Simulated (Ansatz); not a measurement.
**C2H3AlO (SMILES OC#[C][AlH2]): functionals against CCSD(T) at one geometry**

An exercise on one series of results from a longer session: the logs are not shown, and one member is left open.

The runs use Ansatz 0.2.0, Gaussian basis; single points in def2-TZVPP.

Cores are frozen in the correlated methods. B3LYP uses VWN-RPA correlation.

## The system as given

SMILES `OC#[C][AlH2]`, 7 atoms, charge 0, spin multiplicity 1.

Atoms are counted from 1 here; the program's logs count them from 0.

Bond lengths: O1–C2 1.117 Å, O1–H5 1.029 Å, C2–C3 1.420 Å, C3–Al4 1.809 Å, Al4–H6 1.416 Å, Al4–H7 1.537 Å. Angles: C2–O1–H5 121.6°, O1–C2–C3 174.4°, C2–C3–Al4 175.3°, C3–Al4–H6 125.4°, C3–Al4–H7 120.5°, H6–Al4–H7 113.6°.

Geometry (Å):

```tsv
atom	x (Å)	y (Å)	z (Å)
O1	1.6694	-1.5095	1.1980
C2	0.9331	-0.8421	0.6883
C3	-0.0742	-0.1074	0.0089
Al4	-1.2774	0.9503	-0.8309
H5	2.6305	-1.2003	1.3978
H6	-2.3560	1.6217	-0.2059
H7	-1.3174	1.0192	-2.3654
```

The first run:

Input file run/in.yaml:

```yaml
crystal:
  periodic: [false, false, false]
  atoms:
    - {symbol: O, position_ang: [1.669400, -1.509500, 1.198000]}
    - {symbol: C, position_ang: [0.933100, -0.842100, 0.688300]}
    - {symbol: C, position_ang: [-0.074200, -0.107400, 0.008900]}
    - {symbol: Al, position_ang: [-1.277400, 0.950300, -0.830900]}
    - {symbol: H, position_ang: [2.630500, -1.200300, 1.397800]}
    - {symbol: H, position_ang: [-2.356000, 1.621700, -0.205900]}
    - {symbol: H, position_ang: [-1.317400, 1.019200, -2.365400]}
basis:
  gaussian: {orbitals: def2-TZVPP}
correlation: {method: ccsd_t}
output: {forces: true}
```

No record of the launch command was kept for these runs.

Among the steps run: CCSD(T)/def2-TZVPP; PBE0-D4/def2-TZVPP; wB97M-V/def2-TZVPP; r2SCAN-D4/def2-TZVPP; PBE-D4/def2-TZVPP; B3LYP-D4/def2-TZVPP; wB97X-V/def2-TZVPP.

One of the session's tables, all rows but one given; the rest of the session is left out.

| method | RMS force component (eV/Å) | angle to CCSD(T) forces (°) | dipole (D) |
| --- | --- | --- | --- |
| CCSD(T) | 7.386 | reference | 4.94 |
| PBE0-D4 | 7.200 | 2.9 | 5.17 |
| wB97M-V | 7.402 | 2.7 | 5.24 |
| r2SCAN-D4 | 7.060 | 2.3 | 5.29 |
| PBE-D4 | ? | ? | ? |
| B3LYP-D4 | 7.152 | 2.6 | 5.10 |
| wB97X-V | 7.526 | 2.7 | 5.24 |

Estimate the missing values for PBE-D4.

**Answer.** RMS force component (eV/Å): 7.028; angle to CCSD(T) forces (°): 2.0; dipole (D): 5.11. In the column «RMS force component (eV/Å)» it is the lowest.
